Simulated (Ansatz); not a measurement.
Run this with Ansatz 0.2.0, Python API and show what comes out.

`torsion_ch6fnssi.py`:
```python
import ansatz as az
from ase import Atoms

atoms = Atoms(['C', 'N', 'Si', 'F', 'S', 'H', 'H', 'H', 'H', 'H', 'H'], positions=[
    (-0.4753, -0.8278, 1.266),
    (-0.1447, 0.4196, 0.5389),
    (0.7654, 0.4564, -0.885),
    (1.2806, 1.9923, -1.1081),
    (-0.4202, -0.2291, -2.4847),
    (-1.164, -0.5027, 2.1011),
    (0.3772, -1.3112, 1.6513),
    (-1.0565, -1.4504, 0.6112),
    (0.2957, 1.0881, 1.2341),
    (1.9982, -0.3855, -0.6471),
    (-1.3911, 0.6932, -2.2571),
])

first = az.Crystal.molecule_from_ase(atoms).calculation()
first = first.basis(gaussian='6-31G*')
first = first.functional('r2scan')
first = first.accuracy('medium')
first = first.relax(force_tolerance=0.02, max_steps=80)
atoms.positions = first.run(threads=1, backend='cpu').report['positions_ang']

start = atoms.get_dihedral(2, 1, 0, 5)
energies = {}
for turn in range(0, 121, 20):
    turned = atoms.copy()
    turned.set_dihedral(2, 1, 0, 5, start + turn, indices=[0, 5, 6, 7])
    calc = (
        az.Crystal.molecule_from_ase(turned).calculation()
        .basis(gaussian='6-31G*')
        .functional('r2scan')
        .accuracy('medium')
    )
    energies[round((start + turn) % 360)] = calc.run(threads=1, backend='cpu').report['free_energy_ev']
floor = min(energies.values())
print('dihedral Si2-N1-C0-H5 (deg)   E - E(min) (eV)')
for angle, e in sorted(energies.items()):
    print(f'{angle:8d} {(e - floor):14.3f}  ' + '#' * int(30 * (e - floor) / max(max(energies.values()) - floor, 1e-9)))
```

```console
$ python torsion_ch6fnssi.py
dihedral Si2-N1-C0-H5 (deg)   E - E(min) (eV)
     216          0.000
     236          0.015  ######
     256          0.049  ####################
     276          0.071  ##############################
     296          0.066  ############################
     316          0.041  #################
     336          0.020  ########
```

Notes:
- The settings weren't tested for convergence.
- The scan is rigid and the energies are electronic, in a modest basis. With rigid groups the curve can differ much from the relaxed path, the start wasn't checked as a minimum of this torsion, and equivalent turns needn't return to the same energy.
- Timing: 2.3 min on 1 thread of Arm Neoverse V1, on a shared host, peak memory 0.26 GiB.
